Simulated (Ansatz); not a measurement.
# ClGe2H6N: the cost of one run

All numbers are computed with Ansatz 0.2.0, driven from Python. Level of theory: MP2/def2-TZVP.

### 1 The structure

Bond lengths: N1–Ge2 1.810 Å, Ge2–Cl3 2.147 Å, Ge2–Ge4 2.345 Å, N1–H5 1.062 Å, N1–H6 1.108 Å, Ge2–H7 1.569 Å, Ge4–H8 1.561 Å, Ge4–H9 1.623 Å, Ge4–H10 1.529 Å. Angles (14 of 15 angles, heavy atoms first): N1–Ge2–Cl3 107.6°, N1–Ge2–Ge4 111.3°, Cl3–Ge2–Ge4 108.6°, N1–Ge2–H7 110.9°, Cl3–Ge2–H7 109.2°, Ge4–Ge2–H7 109.1°, Ge2–N1–H5 110.3°, Ge2–N1–H6 107.6°, Ge2–Ge4–H8 109.0°, Ge2–Ge4–H9 110.0°, Ge2–Ge4–H10 113.6°, H5–N1–H6 102.2°, H8–Ge4–H9 107.3°, H8–Ge4–H10 109.7°.

The script holds or builds the structure itself.

### 2 The script

Input file tae_clge2h6n.py:

```python
from collections import Counter

import ansatz as az


def single_point(molecule, charge=0, unpaired=0):
    calc = molecule.calculation().basis(gaussian="def2-TZVP").correlation("mp2")
    if charge:
        calc = calc.charge(charge)
    if unpaired:
        calc = calc.spin("collinear", total=unpaired)
    return calc.run(threads=1).report["free_energy_ev"]

geometry_ang = [
    ("N", (-0.4199, 0.8282, -1.6374)),
    ("Ge", (0.6973, 0.2908, -0.3192)),
    ("Cl", (2.2148, -0.9355, -1.2157)),
    ("Ge", (-0.4354, -0.9783, 1.2954)),
    ("H", (0.0884, 1.474, -2.3096)),
    ("H", (-1.171, 1.5053, -1.1844)),
    ("H", (1.3732, 1.5235, 0.3775)),
    ("H", (-1.1121, -2.2001, 0.5975)),
    ("H", (-1.6166, -0.0918, 1.9681)),
    ("H", (0.4644, -1.4673, 2.4307)),
]
molecule = az.Crystal.molecule()
for symbol, xyz in geometry_ang:
    molecule = molecule.atom(symbol, xyz)

unpaired = {"N": 3, "Ge": 2, "Cl": 1, "H": 1}
counts = Counter(site.symbol for site in molecule.cartesian_sites)
atom_energy = {s: single_point(az.Crystal.molecule().atom(s, (0, 0, 0)), 0, unpaired[s]) for s in counts}
whole = single_point(molecule, 0, 0)
for s, e in atom_energy.items():
    print(f"{s:2s} x{counts[s]}  {e:14.5f} eV")
print(f"ClGe2H6N: {whole:.5f} eV")
split = sum(counts[s] * e for s, e in atom_energy.items()) - whole
print(f"atomisation energy (no zero-point term): {split:.3f} eV, {split / sum(counts.values()):.3f} eV an atom")
```

### 3 The input behind the calls

The package turns the script's settings into the engine's input (first run):

```yaml
crystal:
  periodic: [false, false, false]
  atoms:
    - { symbol: "N", position_ang: [0.0, 0.0, 0.0] }
basis:
  gaussian:
    orbitals: def2-TZVP
magnetization:
  spin_polarized: true
  initial_magnetization: 3.0
correlation:
  method: mp2
```

### 4 Launch

Run with:

```sh
$ python tae_clge2h6n.py
```

Q: Estimate wall time and peak memory on 1 thread of Intel Xeon Platinum 8259CL at 2.50GHz (Skylake/Cascade Lake), shared host.

About 15 s, with a peak of 0.54 GiB.
